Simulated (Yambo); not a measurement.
A run of Yambo 5.3.0 is set up as follows.

The input optics3.in:

```
optics
chi
Chimod= "IP"
% BndsRnXd
 1 | 28 |
%
% LongDrXd
 1 | 1 | 1 |
%
% QpntsRXd
 1 | 1 |
%
% EnRngeXd
 0 | 15 | eV
%
% DmRngeXd
 0.1 | 0.1 | eV
%
ETStpsXd= 300
```

The input scf.in:

```
&CONTROL
  calculation = 'scf'
  prefix = 'pwscf'
  outdir = './tmp'
  pseudo_dir = './pseudo'
/
&SYSTEM
  ibrav = 0
  nat = 2
  ntyp = 2
  ecutwfc = 110
  nbnd = 14
  occupations = 'smearing'
  smearing = 'fd'
  degauss = 0.00367493
  force_symmorphic = .true.
/
&ELECTRONS
  conv_thr = 4d-10
  electron_maxstep = 120
  mixing_beta = 0.5
/
ATOMIC_SPECIES
La   138.9055 La.upf
P     30.9738 P.upf
CELL_PARAMETERS bohr
   0.0000000000    5.6927999504    5.6927999504
   5.6927999504    0.0000000000    5.6927999504
   5.6927999504    5.6927999504    0.0000000000
ATOMIC_POSITIONS bohr
La     0.0000000000    0.0000000000    0.0000000000
P      5.6927999504    5.6927999504    5.6927999504
K_POINTS automatic
10 10 10 0 0 0
```

nscf.in

```
&CONTROL
  calculation = 'nscf'
  prefix = 'pwscf'
  outdir = './tmp'
  pseudo_dir = './pseudo'
/
&SYSTEM
  ibrav = 0
  nat = 2
  ntyp = 2
  ecutwfc = 110
  nbnd = 28
  occupations = 'smearing'
  smearing = 'fd'
  degauss = 0.00367493
  force_symmorphic = .true.
/
&ELECTRONS
  conv_thr = 1d-08
  diago_full_acc = .true.
  diago_thr_init = 1d-06
/
ATOMIC_SPECIES
La   138.9055 La.upf
P     30.9738 P.upf
CELL_PARAMETERS bohr
   0.0000000000    5.6927999504    5.6927999504
   5.6927999504    0.0000000000    5.6927999504
   5.6927999504    5.6927999504    0.0000000000
ATOMIC_POSITIONS bohr
La     0.0000000000    0.0000000000    0.0000000000
P      5.6927999504    5.6927999504    5.6927999504
K_POINTS automatic
10 10 10 0 0 0
```

Potentials or basis: PseudoDojo 0.4.1 SR PBEsol standard.

Command:

```sh
$ OMP_NUM_THREADS=1 pw.x -in scf.in > scf.out
$ OMP_NUM_THREADS=1 pw.x -in nscf.in > nscf.out
$ cd tmp/pwscf.save; p2y; mv SAVE ../..; cd ../..
$ OMP_NUM_THREADS=1 yambo
$ OMP_NUM_THREADS=1 yambo -F optics3.in -J optics3 -C optics3_out
```

**Question.** What does it give for the band gap on the k mesh, mean-field level?

**Answer.** None (metal or under the smearing width).

Dielectric function (along the field direction of the input):
| energy (eV) | real part | imaginary part |
| --- | --- | --- |
| 0.25 | 5.74 | 29.39 |
| 0.60 | 19.68 | 22.01 |
| 1.00 | 3.73 | 13.00 |
| 1.35 | 8.33 | 9.32 |
| 1.76 | 8.54 | 11.47 |
| 2.11 | 6.97 | 10.79 |
| 2.51 | 6.68 | 7.68 |
| 2.86 | 10.15 | 8.40 |
| 3.26 | 5.92 | 11.27 |
| 3.61 | 6.28 | 9.62 |
| 4.01 | 2.02 | 10.79 |
| 4.36 | 1.00 | 8.09 |
| 4.77 | 3.19 | 8.10 |
| 5.17 | 0.20 | 8.62 |
| 5.52 | 2.09 | 6.60 |
| 5.92 | 1.93 | 10.55 |
| 6.27 | -1.35 | 8.45 |
| 6.67 | -3.05 | 7.22 |
| 7.02 | -2.78 | 5.95 |
| 7.42 | -2.51 | 4.50 |
| 7.78 | -4.36 | 4.61 |
| 8.18 | -2.76 | 2.11 |
| 8.53 | -1.95 | 2.20 |
| 8.93 | -1.67 | 1.15 |
| 9.28 | -1.02 | 1.45 |
| 9.68 | -0.67 | 0.99 |
| 10.08 | -0.29 | 1.14 |
| 10.43 | 0.09 | 1.44 |
| 10.84 | -0.01 | 2.07 |
| 11.19 | -0.72 | 1.58 |
| 11.59 | -0.38 | 1.10 |
| 11.94 | 0.17 | 1.28 |
| 12.34 | -0.17 | 1.43 |
| 12.69 | -0.45 | 1.14 |
| 13.09 | -0.15 | 0.95 |
| 13.44 | -0.21 | 0.85 |
| 13.85 | -0.12 | 0.79 |
| 14.20 | -0.05 | 0.42 |
| 14.60 | 0.32 | 0.38 |
| 15.00 | 0.46 | 0.29 |

Caveat: the intraband (Drude) term of the metal is left out; the ground state has no gap, which makes the many-body step unreliable; independent-particle spectra lack excitons. The run has no spin-orbit coupling, so splittings on La are missing.
